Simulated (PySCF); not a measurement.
# C5H11N3Si: magnetic properties

What do calculations give for the magnetic properties of C5H11N3Si (`CCCn1cc([SiH3])nn1`)?

Programs: PySCF 2.14.0, with routines of our own; each step states its level. All values are computed. Atoms count from 0.

## Step 1: The starting structure

20 atoms, charge 0, multiplicity 1; geometry from: GFN2-xTB.

## Step 2: Magnetic properties: GIAO BHandHLYP/pcSseg-1

Job settings and geometry (Å):

```
{"job": {"kind": "mag", "xc": "BHandHLYP", "basis": "pcSseg-1", "isotopologues": 0}, "charge": 0, "multiplicity": 1}
C     -2.252227    -0.975415    -0.630634
C     -2.375289     0.510938    -0.318859
C     -1.376490     0.968169     0.749716
N     -0.022633     0.838147     0.289905
C      0.846289    -0.175939     0.485917
C      1.979247     0.174071    -0.221919
Si     3.608545    -0.718620    -0.439547
N      1.716541     1.374208    -0.799476
N      0.538086     1.754936    -0.494469
H     -2.983914    -1.263051    -1.381015
H     -2.426258    -1.571134     0.263552
H     -1.262801    -1.210864    -1.017504
H     -2.203802     1.094281    -1.225038
H     -3.381769     0.729719     0.041190
H     -1.492849     0.373256     1.659624
H     -1.546303     2.022752     0.981654
H      0.617491    -1.028039     1.090735
H      4.612573    -0.145064     0.459059
H      3.368061    -2.120545    -0.072306
H      4.032354    -0.621127    -1.833319
```

With the program's defaults for keys left out, this is: GIAO BHandHLYP/pcSseg-1 magnetisability, rotational g tensor and spin-rotation constants, non-relativistic, gas phase.

Started as:

```
> OMP_NUM_THREADS=1 python excited_run.py task.json out
```

The driver reads the jobs from task.json and runs them one after another.

The program printed:

```text
coarse grid: 17064 points
cycle   1  E = -650.4669966535  dE =  1.657e+00  |g| = 4.929e-01  |ddm| = 4.055e+00
cycle   2  E = -650.4623820234  dE =  4.615e-03  |g| = 5.716e-01  |ddm| = 9.073e-01
cycle   3  E = -650.5284879380  dE = -6.611e-02  |g| = 1.118e-01  |ddm| = 5.254e-01
cycle   4  E = -650.5310396602  dE = -2.552e-03  |g| = 3.918e-02  |ddm| = 1.151e-01
cycle   5  E = -650.5313814916  dE = -3.418e-04  |g| = 1.004e-02  |ddm| = 3.908e-02
cycle   6  E = -650.5314023012  dE = -2.081e-05  |g| = 3.036e-03  |ddm| = 9.324e-03
cycle   7  E = -650.5314043787  dE = -2.078e-06  |g| = 1.232e-03  |ddm| = 3.055e-03
final grid: 160040 points
cycle   8  E = -650.5751519454  dE = -2.114e-05  |g| = 3.556e-03  |ddm| = 2.082e-02
cycle   9  E = -650.5751522038  dE = -2.583e-07  |g| = 3.552e-03  |ddm| = 5.842e-03
cycle  10  E = -650.5751550046  dE = -2.801e-06  |g| = 6.556e-04  |ddm| = 3.025e-03
cycle  11  E = -650.5751550939  dE = -8.934e-08  |g| = 2.209e-04  |ddm| = 6.616e-04
cycle  12  E = -650.5751551050  dE = -1.113e-08  |g| = 6.862e-05  |ddm| = 2.408e-04
cycle  13  E = -650.5751551061  dE = -1.055e-09  |g| = 2.738e-05  |ddm| = 6.747e-05
cycle  14  E = -650.5751551063  dE = -2.137e-10  |g| = 1.051e-05  |ddm| = 3.414e-05
converged SCF energy = -650.5751551063

Magnetisability tensor (1e-30 J/T^2)
    -1324.09     -117.40     -249.68
     -117.40    -1408.45     -301.17
     -249.68     -301.17    -1716.52
isotropic -1483.02   principal values   -2010.51  -1247.67  -1190.88
isotropic susceptibility -89.310 1e-6 cm^3/mol

Inertial axes            a          b          c
rot. const./GHz      3.1398     0.7269     0.6520
chi total           -76.606    -88.395   -102.928
chi diamagnetic    -528.031  -1808.918  -1998.944
chi paramagnetic    451.424   1720.523   1896.016
quadrupole/D A        8.676     -8.179     -0.496
g nuclear            0.6060     0.5811     0.5780
g electronic        -0.6659    -0.5876    -0.5807
g total             -0.0599    -0.0065    -0.0027

Spin-rotation constants (kHz, H = +C I.J)
atom  isotope        aa         bb         cc
  3    14N        0.693      0.088      0.064
  7    14N        0.972      0.152      0.081
  8    14N        0.904      0.141      0.107
  9     1H       -0.195     -0.069     -0.030
 10     1H       -0.358     -0.055     -0.014
 11     1H        0.020     -0.081     -0.068
 12     1H       -0.311     -0.062     -0.002
 13     1H        0.068     -0.086     -0.065
 14     1H       -0.322     -0.050      0.004
 15     1H       -0.228      0.022     -0.065
 16     1H       -0.311      0.022     -0.022
 17     1H       -0.118     -0.044     -0.026
 18     1H       -0.279      0.023     -0.054
 19     1H       -0.215     -0.070      0.018
  0    13C*       0.468      0.091      0.085
  1    13C*       0.468      0.123      0.101
  2    13C*       0.560      0.148      0.127
  4    13C*       1.056      0.285      0.178
  5    13C*       1.351      0.236      0.154
  6   29Si*      -1.632     -0.380     -0.341
* in the singly substituted isotopologue
```

Run time: 98 s. Hardware: 1 thread of Arm Neoverse N1, shared host; peak memory 1.1 GiB.

From this job:

```csv
quantity,value
magnetisability,-1483·10⁻³⁰ J/T²
molar susceptibility,-89.3·10⁻⁶ cm³/mol
"rotational g (a, b, c)","-0.0599, -0.0065, -0.0027"
```

The fields below are evaluated on a grid from the run's orbitals.

Frontier orbitals at BHandHLYP/pcSseg-1, with the share of their density that lies nearest to each atom:

| orbital | energy (eV) | lies on |
| --- | --- | --- |
| HOMO | -8.38 | C5 34 %; N8 22 %; C4 22 % |
| LUMO | 0.99 | N3, N8 about 19 % each; C4 20 %; N7 8 % |

ELF in a plane through or near 6 of the atoms.

Ten even steps from '0' (0.00) to '9' (1.00):
```
0000000000000000000000000000
0000000000000000000000000000
0000000000000000000000000000
0000000000001210021000000000
0000000000114530386000000000
0000000002435630696000000000
0000330003545640572000000000
0004884125741865353489200000
0005896375340656585899700000
0003881186463783475899800000
0001326739686420165688200000
0000113416566202478410000000
0000123331133009922410000000
0000027860000059945861000000
0000016860000059746871000000
0000002420000002102430000000
0000000000000000000000000000
0000000000000000000000000000
0000000000000000000000000000
0000000000000000000000000000
```
The map spans 14.4 Å across and 9.3 Å up, centred on the molecule. Atoms in the plane (x, y in Å): C0 (2.1, -1.3), C1 (2.4, 0.2), C5 (-2.0, 0.4), Si6 (-3.7, -0.4), H11 (1.1, -1.5), H13 (3.4, 0.4).

log10 of the density (e/Å³) in the same plane.

Ten even steps from ' ' (-4.0) to '@' (1.5):
```
                                                        
                                                        
                    ....::::::........                  
                ..::::--------------::..                
          ......::--======++==========::..              
      ..::::::::--==++++******++++++++--::..            
    ..::--------==++****######++****++==----::          
  ..::--==++++++++**####**%%%%##******++++==--..        
  ..::==++****++**######**##%%##**########++==::        
  ..::==++********##@@##**####****##@@####**==::        
  ..::==++**@@@@######******++++**######**++--::        
  ..::--++**%%%%******++++++==++**####**++==::..        
    ..--==++******++==========**##%%%%**++--::          
    ..::--==++++++==--------==**######**++--::          
      ::--====++==--::::::--==++********++--..          
      ..::::------::..    ..::--==========::..          
        ....::::::..        ..::--------::..            
            ......            ....::::::..              
                                                        
                                                        
```
The map spans 14.4 Å across and 9.3 Å up, centred on the molecule. Atoms in the plane (x, y in Å): C0 (2.1, -1.3), C1 (2.4, 0.2), C5 (-2.0, 0.4), Si6 (-3.7, -0.4), H11 (1.1, -1.5), H13 (3.4, 0.4).

On the surface of density 0.002 e/bohr³ the electrostatic potential runs, from the 1st to the 99th percentile, from -1.96 V near N7 to 1.51 V near H16.

## Step 3: Magnetic properties: GIAO B97-2/def2-SVP

The job, as its differences from that of step 2:

```diff
@@ -1,2 +1,2 @@
-{"job": {"kind": "mag", "xc": "BHandHLYP", "basis": "pcSseg-1", "isotopologues": 0}, "charge": 0, "multiplicity": 1}
+{"job": {"kind": "mag", "xc": "B97-2", "basis": "def2-SVP"}, "charge": 0, "multiplicity": 1}
 C     -2.252227    -0.975415    -0.630634
```

Level: GIAO B97-2/def2-SVP magnetisability, rotational g tensor and spin-rotation constants, non-relativistic, gas phase.

The program printed:

```text
coarse grid: 17064 points
cycle   1  E = -650.2722894176  dE =  1.238e+00  |g| = 4.750e-01  |ddm| = 4.770e+00
cycle   2  E = -650.1840083883  dE =  8.828e-02  |g| = 7.961e-01  |ddm| = 1.404e+00
cycle   3  E = -650.3247677457  dE = -1.408e-01  |g| = 1.492e-01  |ddm| = 8.986e-01
cycle   4  E = -650.3294264452  dE = -4.659e-03  |g| = 5.053e-02  |ddm| = 1.808e-01
cycle   5  E = -650.3300260723  dE = -5.996e-04  |g| = 1.044e-02  |ddm| = 5.904e-02
cycle   6  E = -650.3300430231  dE = -1.695e-05  |g| = 5.449e-03  |ddm| = 1.224e-02
cycle   7  E = -650.3300491466  dE = -6.123e-06  |g| = 9.764e-04  |ddm| = 5.316e-03
final grid: 160040 points
cycle   8  E = -650.3949692501  dE = -3.759e-05  |g| = 2.735e-03  |ddm| = 4.443e-02
cycle   9  E = -650.3949674590  dE =  1.791e-06  |g| = 3.851e-03  |ddm| = 7.440e-03
cycle  10  E = -650.3949709937  dE = -3.535e-06  |g| = 7.937e-04  |ddm| = 4.982e-03
cycle  11  E = -650.3949711373  dE = -1.436e-07  |g| = 2.260e-04  |ddm| = 1.040e-03
cycle  12  E = -650.3949711484  dE = -1.112e-08  |g| = 6.255e-05  |ddm| = 2.518e-04
cycle  13  E = -650.3949711490  dE = -6.407e-10  |g| = 3.278e-05  |ddm| = 8.111e-05
cycle  14  E = -650.3949711493  dE = -2.192e-10  |g| = 8.666e-06  |ddm| = 3.696e-05
converged SCF energy = -650.3949711493

Magnetisability tensor (1e-30 J/T^2)
    -1316.91     -119.77     -240.42
     -119.77    -1404.34     -293.30
     -240.42     -293.30    -1714.57
isotropic -1478.61   principal values   -1996.78  -1241.06  -1197.98
isotropic susceptibility -89.044 1e-6 cm^3/mol

Inertial axes            a          b          c
rot. const./GHz      3.1398     0.7269     0.6520
chi total           -76.207    -88.129   -102.796
chi diamagnetic    -525.549  -1807.081  -1997.000
chi paramagnetic    449.343   1718.952   1894.203
quadrupole/D A        8.007     -7.754     -0.253
g nuclear            0.6060     0.5811     0.5780
g electronic        -0.6628    -0.5870    -0.5802
g total             -0.0568    -0.0059    -0.0022

Spin-rotation constants (kHz, H = +C I.J)
atom  isotope        aa         bb         cc
  3    14N        0.612      0.080      0.059
  7    14N        0.868      0.133      0.070
  8    14N        0.797      0.123      0.094
  9     1H       -0.200     -0.070     -0.030
 10     1H       -0.363     -0.056     -0.014
 11     1H        0.020     -0.082     -0.069
 12     1H       -0.315     -0.063     -0.002
 13     1H        0.072     -0.086     -0.066
 14     1H       -0.325     -0.050      0.004
 15     1H       -0.232      0.023     -0.066
 16     1H       -0.323      0.022     -0.024
 17     1H       -0.119     -0.044     -0.026
 18     1H       -0.281      0.023     -0.054
 19     1H       -0.217     -0.070      0.019
  0    13C*       0.413      0.081      0.074
  1    13C*       0.417      0.108      0.090
  2    13C*       0.505      0.137      0.115
  4    13C*       0.940      0.256      0.159
  5    13C*       1.220      0.212      0.140
  6   29Si*      -1.436     -0.332     -0.300
* in the singly substituted isotopologue
```

It took 64 s on 1 thread of Arm Neoverse N1, shared host; peak memory 0.88 GiB.

Key values:

```csv
quantity,value
magnetisability,-1479·10⁻³⁰ J/T²
molar susceptibility,-89.0·10⁻⁶ cm³/mol
"rotational g (a, b, c)","-0.0568, -0.0059, -0.0022"
```

## Step 4: Magnetic properties side by side

```csv
level,ξ (10⁻³⁰ J/T²),g(a),g(b),gap (eV),functions,time
GIAO BHandHLYP/pcSseg-1,-1483,-0.0599,-0.0065,9.38,215,98 s
GIAO B97-2/def2-SVP,-1479,-0.0568,-0.0059,7.00,185,64 s
```

## Step 5: Summary of results

```
                                                quantity                      value
       magnetisability (step 2, GIAO BHandHLYP/pcSseg-1)           -1483·10⁻³⁰ J/T²
  molar susceptibility (step 2, GIAO BHandHLYP/pcSseg-1)         -89.3·10⁻⁶ cm³/mol
rotational g (a, b, c) (step 2, GIAO BHandHLYP/pcSseg-1)  -0.0599, -0.0065, -0.0027
                   surface potential, 1st and 99th percentile         -1.96 V and 1.51 V
                         magnetisability over the levels  -1483 to -1479·10⁻³⁰ J/T²
```

In words: The magnetisability spreads by 0.3 % over 2 levels, from GIAO BHandHLYP/pcSseg-1 (98 s) to GIAO B97-2/def2-SVP (64 s); the runs took 64 s to 98 s. Two levels can agree by chance, so this spread shows no convergence. Vibrational averaging and real surroundings are missing from these values.
